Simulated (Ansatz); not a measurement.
# SiH4Br (doublet): wave-function methods side by side at distance Br1–H2 along a hydrogen transfer = 1.614 Å, cc-pVDZ

Aim: climb from Hartree-Fock through coupled cluster and multireference methods for SiH4Br (doublet) at one geometry and basis, and see what each rung misses.

Computed with Ansatz 0.2.0, Gaussian basis. Level: cc-pVDZ, core rule «outside noble gas», up to 19 orbitals frozen.

To be run: UHF; CCSD(T) on ROHF; CCSD(T) on UHF; BCCD(T) on ROHF; CISD; CCSDT(Q) on ROHF; CCSDT(Q) on UHF; CASSCF and MRCISD+Q, 3 electrons in 3 orbitals; CASSCF and NEVPT2, 3 electrons in 3 orbitals; CASSCF and MRCISD+Q, 15 electrons in 12 orbitals; CASSCF and NEVPT2, 15 electrons in 12 orbitals.

**1. The geometry**

The geometry derives from fragments relaxed apart (PBE0/def2-TZVP) and kept rigid, so it is no stationary point. A hydrogen atom is moved between rigid fragments. No spin-orbit coupling is included. The filled d shell of Br may be among the frozen orbitals whatever the setting's name suggests; the logs give the count.

6 atoms, charge 0, spin multiplicity 2.

Atoms are counted from 1 here; the program's logs count them from 0.

Bond lengths: Br1–H2 1.614 Å, H2–Si3 1.698 Å, Si3–H4 1.486 Å, Si3–H5 1.486 Å, Si3–H6 1.486 Å. Angles: Br1–H2–Si3 180.0°, H2–Si3–H4 107.6°, H2–Si3–H5 107.6°, H2–Si3–H6 107.6°, H4–Si3–H5 111.3°, H4–Si3–H6 111.3°, H5–Si3–H6 111.3°.

**2. UHF**

Contents of in.yaml:

```yaml
crystal:
  periodic: [false, false, false]
  atoms:
    - {symbol: Br, position_ang: [-0.946441, 0.000000, 0.000000]}
    - {symbol: H, position_ang: [0.667559, 0.000000, 0.000000]}
    - {symbol: Si, position_ang: [2.365559, 0.000000, 0.000001]}
    - {symbol: H, position_ang: [2.815532, -1.416254, 0.000001]}
    - {symbol: H, position_ang: [2.815533, 0.708126, -1.226510]}
    - {symbol: H, position_ang: [2.815532, 0.708126, 1.226512]}
basis:
  gaussian: {orbitals: cc-pVDZ}
magnetization: {spin_polarized: true, initial_magnetization: 1}
hamiltonian: {xc: hf}
output: {orbitals: {seedname: orbitals}}
```

On the command line:

```bash
ansatz run in.yaml --threads 1 --pin off --events-out ev --progress --plain --max-ram 2816MiB --backend cpu
```

Further steps of the session: CCSD(T) on ROHF; CCSD(T) on UHF; BCCD(T) on ROHF; CISD; CCSDT(Q) on ROHF; CCSDT(Q) on UHF; CASSCF and MRCISD+Q, 3 electrons in 3 orbitals; CASSCF and NEVPT2, 3 electrons in 3 orbitals; CASSCF and MRCISD+Q, 15 electrons in 12 orbitals; CASSCF and NEVPT2, 15 electrons in 12 orbitals.

**Question.** What will the summary of the whole plan be? Wanted: UCCSDT(Q) below the RHF energy; RMP2 from UCCSDT(Q); UMP2 from UCCSDT(Q); RCCSD from UCCSDT(Q); RCCSD(T) from UCCSDT(Q); UCCSD(T) from UCCSDT(Q); RCCSDT(Q) from UCCSDT(Q); MRCISD+Q pair from UCCSDT(Q); NEVPT2 valence from UCCSDT(Q).

As calculated:

| quantity | value |
| --- | --- |
| UCCSDT(Q) below the RHF energy | -7.6946 eV |
| RMP2 from UCCSDT(Q) | +1259.2 meV |
| UMP2 from UCCSDT(Q) | +1318.2 meV |
| RCCSD from UCCSDT(Q) | +182.0 meV |
| RCCSD(T) from UCCSDT(Q) | +35.3 meV |
| UCCSD(T) from UCCSDT(Q) | +35.4 meV |
| RCCSDT(Q) from UCCSDT(Q) | +0.9 meV |
| MRCISD+Q pair from UCCSDT(Q) | +67.3 meV |
| NEVPT2 valence from UCCSDT(Q) | +1525.0 meV |
| MRCISD+Q valence from UCCSDT(Q) | +49.6 meV |
| levels within 1 kcal/mol (43 meV) | RCCSD(T), UCCSD(T), BCCD(T), RCCSDT, UCCSDT, RCCSDT(Q) |
| T1 diagnostic | 0.016 |
| effectively unpaired electrons | 1.02 |

**Reading.** RCCSD(T) lands +35.3 meV from the yardstick (0.5 % of the correlation energy). One determinant dominates. Of the multireference levels listed MRCISD+Q valence comes nearest in total energy (+49.6 meV), which doesn't show that its space is the better one. These misses are within one basis, not against nature; the frozen cores of restricted and unrestricted runs differ, which can shift their rows.
